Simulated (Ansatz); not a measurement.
**C3H8AlBO: up Jacob's ladder to CCSD(T)**

The task here is to estimate one member of a computed series from the others.

Computed with Ansatz 0.2.0, Gaussian basis. Level: functionals in def2-TZVPP, the program's frozen cores in correlated methods.

Plan: PBE-D4, r2SCAN-D4, PBE0-D4, B3LYP-D4, ωB97X-V, ωB97M-V, B2PLYP; CCSD(T)/def2-TZVPP; MP2/def2-QZVPP; extrapolation to the limit.

### Structure used throughout

An earlier PBE0-D4 in a triple-zeta def2 set relaxation fixed the geometry.

14 atoms, charge 0, spin multiplicity 1.

Atoms are counted from 1 here; the program's logs count them from 0.

Bond lengths: B1–O2 1.353 Å, B1–H7 1.193 Å, B1–H8 1.195 Å, O2–C3 1.527 Å, O2–Al6 1.962 Å, C3–C4 1.482 Å, C3–H9 1.098 Å, C3–H10 1.090 Å, C4–C5 1.552 Å, C4–Al6 1.951 Å, C4–H11 1.085 Å, C5–Al6 1.924 Å, C5–H12 1.094 Å, C5–H13 1.090 Å, Al6–H14 1.575 Å. Angles: O2–B1–H7 116.6°, O2–B1–H8 118.8°, H7–B1–H8 124.6°, B1–O2–C3 124.3°, B1–O2–Al6 145.0°, C3–O2–Al6 90.6°, O2–C3–C4 102.9°, O2–C3–H9 103.2°, O2–C3–H10 106.6°, C4–C3–H9 117.6°, C4–C3–H10 114.3°, H9–C3–H10 110.6°, C3–C4–C5 110.7°, C3–C4–Al6 92.5°, C3–C4–H11 115.3°, C5–C4–Al6 65.5°, C5–C4–H11 120.9°, Al6–C4–H11 142.2° and more.

Set-up of the first run:

Contents of in.yaml:

```yaml
crystal:
  periodic: [false, false, false]
  atoms:
    - {symbol: B, position_ang: [0.433419, -2.231796, 0.526184]}
    - {symbol: O, position_ang: [0.003799, -0.969110, 0.297231]}
    - {symbol: C, position_ang: [0.192975, -0.221678, -1.020585]}
    - {symbol: C, position_ang: [-0.476227, 1.075430, -0.765488]}
    - {symbol: C, position_ang: [0.254365, 1.857582, 0.357753]}
    - {symbol: Al, position_ang: [-0.982864, 0.553421, 1.044530]}
    - {symbol: H, position_ang: [0.166681, -2.703105, 1.589490]}
    - {symbol: H, position_ang: [1.034793, -2.799970, -0.335550]}
    - {symbol: H, position_ang: [1.283557, -0.214363, -1.151196]}
    - {symbol: H, position_ang: [-0.281797, -0.826409, -1.792571]}
    - {symbol: H, position_ang: [-0.850605, 1.584896, -1.646930]}
    - {symbol: H, position_ang: [1.347676, 1.830185, 0.348414]}
    - {symbol: H, position_ang: [-0.101656, 2.885161, 0.433781]}
    - {symbol: H, position_ang: [-2.036817, 0.150756, 2.143837]}
basis:
  gaussian: {orbitals: def2-TZVPP}
hamiltonian: {xc: pbe, dispersion: d4}
output: {forces: true, orbitals: {seedname: orbitals}}
```

Started as:

```bash
$ ansatz run in.yaml --threads 4 --pin off --events-out ev --progress --plain --max-ram 10444MiB
```

Among the steps run: PBE-D4 (GGA); r2SCAN-D4 (meta-GGA); PBE0-D4 (hybrid); B3LYP-D4 (hybrid); ωB97X-V (range-separated); ωB97M-V (range-separated); B2PLYP (double hybrid); CCSD(T) in def2-TZVPP; MP2 in def2-QZVPP.

One table of the session follows, with a row left open; its other results are not shown here.

```
            method  atomisation energy (kcal/mol)
            PBE-D4                         1286.4
         r2SCAN-D4                         1270.2
           PBE0-D4                         1267.2
          B3LYP-D4                         1260.8
           ωB97X-V                         1264.7
           ωB97M-V                         1267.1
            B2PLYP                         1248.7
     HF/def2-TZVPP                          934.4
    MP2/def2-TZVPP                         1253.2
   CCSD/def2-TZVPP                              ?
CCSD(T)/def2-TZVPP                         1230.1
           MP2/CBS                         1282.7
       CCSD(T)/CBS                         1259.6
```

Estimate the missing values for CCSD/def2-TZVPP.

The run gave: atomisation energy (kcal/mol): 1211.6. In the column «atomisation energy (kcal/mol)» it lies between HF/def2-TZVPP (934.4) and CCSD(T)/def2-TZVPP (1230.1).
